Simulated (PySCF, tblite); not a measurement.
**C₆H₁₃Si radical: geometry, infrared bands and EPR parameters**

What infrared bands and EPR parameters should C₆H₁₃Si radical (`[CH2][Si@@H]1CC[C@H](C)C1`) show?

Programs: tblite 0.8.0 and PySCF 2.14.0, with density-fitted response routines of our own. Each step states its level of theory. These are calculated values for one molecule in the gas phase, unless marked as measured. Atoms count from 0, in the outputs and in this text.

## (1) Starting geometry

20 atoms, charge 0, multiplicity 2; geometry from: force field or distance geometry start.

Bonds of the start (Å): C0–Si1 1.81, Si1–C2 1.91, C2–C3 1.56, C3–C4 1.55, C4–C5 1.53, C4–C6 1.55, C6–Si1 1.92, C0–H7 1.08, C0–H8 1.08, Si1–H9 1.50, C2–H10 1.09, C2–H11 1.09, C3–H12 1.10, C3–H13 1.09, C4–H14 1.09, C5–H15 1.09, C5–H16 1.09, C5–H17 1.09, C6–H18 1.10, C6–H19 1.09.

## (2) Optimising the geometry with GFN2-xTB

Job settings and geometry (Å):

```
{"job": {"kind": "relax", "xc": "GFN2-xTB", "basis": "xTB"}, "charge": 0, "multiplicity": 2}
C      2.871700     0.236200    -0.847800
Si     1.648800    -0.235000     0.396400
C      0.489800    -1.646300    -0.168300
C     -0.847700    -0.931800    -0.527500
C     -1.077900     0.183900     0.522300
C     -2.292000     1.039600     0.158800
C      0.220200     1.035000     0.573800
H      2.542200     0.472300    -1.847800
H      3.915600     0.289900    -0.582100
H      2.262500    -0.563000     1.720900
H      0.331200    -2.342300     0.657700
H      0.879300    -2.192300    -1.027500
H     -1.678000    -1.657900    -0.505400
H     -0.785400    -0.515500    -1.533100
H     -1.255200    -0.265800     1.499700
H     -3.198600     0.431500     0.146100
H     -2.167800     1.518100    -0.815300
H     -2.433400     1.825000     0.905200
H      0.292600     1.590000     1.523500
H      0.276800     1.739100    -0.252600
```

Started as:

```
OMP_NUM_THREADS=1 python probes_run.py task.json out
```

One launch serves the whole session: the jobs run in the order shown.

The program printed:

```text
step      E/eV     max force
  0    -574.47611    1.044
  1    -574.52704    0.367
  2    -574.54615    0.296
  3    -574.55931    0.222
  4    -574.56500    0.182
  5    -574.56881    0.146
  6    -574.57171    0.133
  7    -574.57413    0.108
  8    -574.57543    0.087
  9    -574.57608    0.049
 10    -574.57651    0.069
 11    -574.57692    0.076
 12    -574.57725    0.047
 13    -574.57747    0.037
 14    -574.57764    0.032
 15    -574.57783    0.046
 16    -574.57802    0.044
 17    -574.57819    0.031
 18    -574.57830    0.028
 19    -574.57839    0.022
 20    -574.57848    0.029
 21    -574.57855    0.025
 22    -574.57861    0.014
 23    -574.57864    0.013
 24    -574.57866    0.011
 25    -574.57869    0.016
 26    -574.57873    0.020
 27    -574.57878    0.021
 28    -574.57884    0.020
 29    -574.57891    0.023
 30    -574.57897    0.024
 31    -574.57904    0.023
 32    -574.57909    0.020
 33    -574.57913    0.012
 34    -574.57916    0.011
 35    -574.57918    0.012
 36    -574.57921    0.011
 37    -574.57922    0.008
```

Run time: 0.21 s. Hardware: 1 thread of Arm Neoverse V2, shared host.

Relaxation path: (not every step is listed)

| step | energy from step 0 (eV) | largest force (eV/Å) |
| --- | --- | --- |
| 0 | 0.0000 | 1.0441 |
| 1 | -0.0509 | 0.3673 |
| 2 | -0.0700 | 0.2959 |
| 3 | -0.0832 | 0.2220 |
| 4 | -0.0889 | 0.1817 |
| 5 | -0.0927 | 0.1465 |
| 6 | -0.0956 | 0.1326 |
| 7 | -0.0980 | 0.1079 |
| 8 | -0.0993 | 0.0874 |
| 10 | -0.1004 | 0.0691 |
| 12 | -0.1011 | 0.0472 |
| 14 | -0.1015 | 0.0321 |
| 16 | -0.1019 | 0.0436 |
| 18 | -0.1022 | 0.0276 |
| 20 | -0.1024 | 0.0293 |
| 22 | -0.1025 | 0.0142 |
| 24 | -0.1026 | 0.0112 |
| 26 | -0.1026 | 0.0201 |
| 28 | -0.1027 | 0.0198 |
| 30 | -0.1029 | 0.0237 |
| 32 | -0.1030 | 0.0202 |
| 33 | -0.1030 | 0.0121 |
| 34 | -0.1031 | 0.0114 |
| 35 | -0.1031 | 0.0122 |
| 36 | -0.1031 | 0.0112 |
| 37 | -0.1031 | 0.0081 |

Distances of close pairs at the start and the end, largest changes first:

| bond | before (Å) | after (Å) | change (Å) |
| --- | --- | --- | --- |
| C2–C3 | 1.558 | 1.526 | -0.033 |
| Si1–H9 | 1.496 | 1.468 | -0.028 |
| C0–Si1 | 1.807 | 1.833 | +0.026 |
| C4–C6 | 1.553 | 1.530 | -0.023 |
| C3–C4 | 1.549 | 1.528 | -0.021 |
| C6–H18 | 1.102 | 1.088 | -0.014 |
| Si1–C2 | 1.912 | 1.923 | +0.012 |
| C3–H12 | 1.103 | 1.093 | -0.010 |

The final coordinates are the input of the step that follows.

## (3) Infrared spectrum with GFN2-xTB

Job settings and geometry (Å):

```
{"job": {"kind": "ir", "xc": "GFN2-xTB", "basis": "xTB"}, "charge": 0, "multiplicity": 2}
C      2.888022     0.240826    -0.843650
Si     1.650364    -0.242620     0.418563
C      0.463385    -1.641737    -0.158090
C     -0.836961    -0.926987    -0.513364
C     -1.072159     0.181111     0.512777
C     -2.291461     1.032746     0.175373
C      0.208582     1.015888     0.575510
H      2.623747     0.499384    -1.854755
H      3.940153     0.285647    -0.630199
H      2.267739    -0.551430     1.714562
H      0.290526    -2.340415     0.660641
H      0.836668    -2.221312    -0.999688
H     -1.679342    -1.622829    -0.540976
H     -0.746467    -0.475219    -1.504098
H     -1.232310    -0.287799     1.490814
H     -3.193027     0.422833     0.154894
H     -2.170093     1.498928    -0.801207
H     -2.426048     1.818711     0.916074
H      0.245821     1.610988     1.485896
H      0.227712     1.713966    -0.262112
```

The program printed:

```text
mode    cm-1     km/mol
  1      69.8      0.09
  2     115.9      2.69
  3     146.4      0.27
  4     191.4      1.61
  5     217.1      1.63
  6     227.4      2.40
  7     300.2      0.63
  8     370.6      9.46
  9     432.0      2.23
 10     485.4      3.80
 11     515.6     72.80
 12     593.4     77.84
 13     611.7     36.95
 14     670.3     42.63
 15     728.4     61.11
 16     742.5     17.61
 17     747.7     62.43
 18     794.4     62.88
 19     866.3     17.14
 20     878.1     16.45
 21     926.7      3.96
 22     968.0      1.90
 23    1008.4      5.00
 24    1051.8      6.44
 25    1063.1     10.39
 26    1102.2      2.92
 27    1129.6     11.36
 28    1187.4      2.51
 29    1219.7      3.38
 30    1223.9      9.51
 31    1264.5     11.31
 32    1297.3      2.28
 33    1329.7      5.76
 34    1352.7      2.12
 35    1391.8      0.27
 36    1413.2      1.16
 37    1479.7      2.43
 38    1483.8      0.17
 39    1500.9      0.08
 40    1504.4      0.90
 41    1505.4      3.72
 42    2208.9    376.13
 43    2918.2     40.40
 44    2952.3     46.97
 45    2971.8     26.21
 46    2981.0      8.45
 47    2986.2    103.00
 48    3008.3     12.30
 49    3012.7     44.92
 50    3017.2     62.89
 51    3019.7     65.66
 52    3028.4     38.21
 53    3092.1      8.59
 54    3139.1     27.44
```

Wall time 0.62 s (1 thread of Arm Neoverse V2, shared host).

Which atoms move in the most intense modes:

| cm⁻¹ | km/mol | atoms |
| --- | --- | --- |
| 516 | 72.8 | H7 35 %, H8 30 %, C0 22 % |
| 593 | 77.8 | H9 82 % |
| 748 | 62.4 | C6 19 %, Si1 15 %, H7 13 % |
| 794 | 62.9 | H19 14 %, H18 14 %, C6 13 %, H11 12 % |
| 2209 | 376.1 | H9 97 % |
| 2986 | 103.0 | H10 67 %, H19 14 % |
| 3017 | 62.9 | H16 56 %, H15 33 % |
| 3020 | 65.7 | H15 41 %, H17 25 %, H16 23 % |

## (4) g tensor and hyperfine couplings: B3LYP/pcH-1

Settings changed since step 3:

```diff
@@ -1,2 +1,2 @@
-{"job": {"kind": "ir", "xc": "GFN2-xTB", "basis": "xTB"}, "charge": 0, "multiplicity": 2}
+{"job": {"kind": "epr", "basis": "pcH-1"}, "charge": 0, "multiplicity": 2}
 C      2.888022     0.240826    -0.843650
```

Level: UKS B3LYP, pcH-1 on C H Si, non-relativistic, mean-field spin-orbit, GIAO.

The program printed:

```text
UKS, coarse grid
  cycle   1  E = -525.86753856  |g| = 4.11e-01
  cycle   2  E = -525.81306989  |g| = 5.19e-01
  cycle   3  E = -525.95296369  |g| = 6.27e-02
  cycle   4  E = -525.95462231  |g| = 3.02e-02
  cycle   5  E = -525.95509059  |g| = 5.43e-03
  cycle   6  E = -525.95510985  |g| = 1.67e-03
  cycle   7  E = -525.95511189  |g| = 8.60e-04
UKS, final grid
  cycle   1  E = -525.95510132  |g| = 1.00e-03
  cycle   2  E = -525.95510099  |g| = 1.32e-03
  cycle   3  E = -525.95510182  |g| = 7.68e-05
  cycle   4  E = -525.95510183  |g| = 3.87e-05
  cycle   5  E = -525.95510183  |g| = 2.15e-05
E = -525.95510183 Eh   <S^2> = 0.7536 (exact 0.7500)
g shifts (ppm)      1          2          3
  rmc          -129       -129       -129
  gc              9         32         27
  oz_so         -11        547        656
  total        -132        449        554
hyperfine (MHz)  atom isotope    a_iso     a_fc   dipolar eigenvalues
    0   13C      77.58      77.68    -74.97    -74.58    149.55
    1  29Si      49.46      49.55     -3.20      1.11      2.09
    2   13C      30.53      30.53     -4.85     -4.42      9.27
    3   13C      -1.54      -1.54     -0.68     -0.43      1.11
    4   13C      -0.50      -0.50     -0.86     -0.52      1.38
    5   13C       2.79       2.79     -0.34     -0.30      0.63
    6   13C      27.96      27.96     -4.67     -4.31      8.98
    7    1H     -56.72     -56.73    -36.31     -0.71     37.02
    8    1H     -57.33     -57.35    -36.64     -0.49     37.13
    9    1H      -2.90      -2.90     -2.95     -2.75      5.71
   10    1H       4.37       4.37     -2.68     -1.05      3.74
   11    1H      -2.47      -2.47     -4.11     -0.69      4.80
   12    1H       5.91       5.91     -1.00     -0.52      1.52
   13    1H       0.46       0.46     -1.39     -1.10      2.49
   14    1H      -0.08      -0.08     -0.97     -0.73      1.70
   15    1H       1.63       1.63     -0.48     -0.34      0.82
   16    1H      -0.10      -0.10     -0.68     -0.47      1.15
   17    1H      -0.04      -0.04     -0.63     -0.44      1.07
   18    1H      -1.66      -1.66     -2.83     -1.11      3.93
   19    1H      -2.80      -2.80     -4.03     -0.62      4.65
```

It took 1.7 min on 1 thread of Arm Neoverse V2, shared host; peak memory 1.1 GiB.

Principal g values 2.00219, 2.00277, 2.00287; g(iso) = 2.00261, against 2.00232 for a free electron.

Mean a(iso) over the nuclei that a row names, and the largest dipolar term of the row (other rows stand at the frozen geometry):

| nuclei | isotope | a(iso) (MHz) | a(iso) (G, at g = 2.0023) | largest dipolar term (MHz) |
| --- | --- | --- | --- | --- |
| C0 | 13C | 77.6 | 27.7 | 149.6 |
| H7, H8 | 1H | -57.0 | -20.3 | 37.1 |
| Si1 | 29Si | 49.5 | 17.6 | -3.2 |
| C2 | 13C | 30.5 | 10.9 | 9.3 |
| C6 | 13C | 28.0 | 10.0 | 9.0 |
| H12 | 1H | 5.9 | 2.1 | 1.5 |
| H10 | 1H | 4.4 | 1.6 | 3.7 |
| H9 | 1H | -2.9 | -1.0 | 5.7 |
| H19 | 1H | -2.8 | -1.0 | 4.7 |
| C5 | 13C | 2.8 | 1.0 | 0.6 |
| H11 | 1H | -2.5 | -0.9 | 4.8 |
| H18 | 1H | -1.7 | -0.6 | 3.9 |
| C3 | 13C | -1.5 | -0.5 | 1.1 |
| C4 | 13C | -0.5 | -0.2 | 1.4 |

Mulliken spin populations:

C0 1.03; Si1 -0.04; C2 0.04; C3 0.00; C4 0.00; C5 0.00; C6 0.04; H7 -0.04; H8 -0.04; H9 0.00; H10 0.00; H11 0.00; H12 0.00; H13 0.00; H14 0.00; H15 0.00; H16 0.00; H17 0.00; H18 0.00; H19 0.00

In first order the couplings over 0.8 MHz of 1H give 192 distinct lines over 47.9 G, if the averaged nuclei exchange fast.

Orbitals, density, ELF and potential are computed afterwards from the orbital file.

ELF in a plane through or near 8 of the atoms.

Ten even steps from ' ' (0.00) to '@' (1.00):
```
                                                        
                                                        
                                                        
                                                        
            ..::::..    ..==++::      ....              
        ::----==++--    ++@@@@##      ====::            
      ==@@@@%%####**..  ##@@@@%%    --**##++            
      ##@@@@@@##**##--..**@@@@**  ::++##**--            
      ##@@@@@@::--%%++::++**++--::++--::++--            
      ::**%%##**##%%==..::....--==##====@@@@**..        
        ::==**##%%**----..  ::****====@@@@@@@@==        
          ::====::..==**==++==::**..  ##@@@@@@--        
            ..    ..++**++%%--****==  ..**%%++          
                  **@@@@**##****@@@@++    ..            
                ::@@@@@@##::::%%@@@@@@                  
                ::@@@@@@**..  ++@@@@@@                  
                  --**++..      ++++::                  
                                                        
                                                        
                                                        
```
The map spans 12.9 Å across and 9.5 Å up, centred on the molecule. Atoms in the plane (x, y in Å): C0 (-2.9, 0.7), C3 (0.6, -1.2), C5 (2.4, 0.5), H8 (-3.9, 1.0), H11 (-1.4, -2.1), H12 (1.3, -2.0), H15 (3.2, -0.2), H19 (0.1, 1.7).

On the surface of density 0.002 e/bohr³ the electrostatic potential runs, from the 1st to the 99th percentile, from -0.24 V near C0 to 0.77 V near H7.

The spin density lies nearest to C0 66 %; H7, H8 about 10 % each.

## (5) Outcome

| quantity | value |
| --- | --- |
| strongest single infrared mode (GFN2-xTB) | 2209 cm⁻¹, 376 km/mol |
| zero-point energy (GFN2-xTB) | 106.4 kcal/mol |
| g(iso) (B3LYP) | 2.00261 |
| ⟨S²⟩ | 0.754 (exact 0.75) |
| largest a(iso) (averaged by class) | 13C on C0, 77.6 MHz |
| surface potential, 1st and 99th percentile | -0.24 V and 0.77 V |

Over 37 steps the energy fell by 0.103 eV; of the close pairs, C2–C3 changed most, 1.558 to 1.526 Å. All 54 modes are real, so the xTB geometry is a minimum. The strongest single mode, at 2209 cm⁻¹, moves mainly H9. GFN2-xTB is a fitted tight-binding method: band positions and strengths are rough. Its intensities can rank the bands wrongly. Most of the unpaired spin sits on C0 (1.03 e). The isotropic g lies 0.3 ppt above the free-electron value.
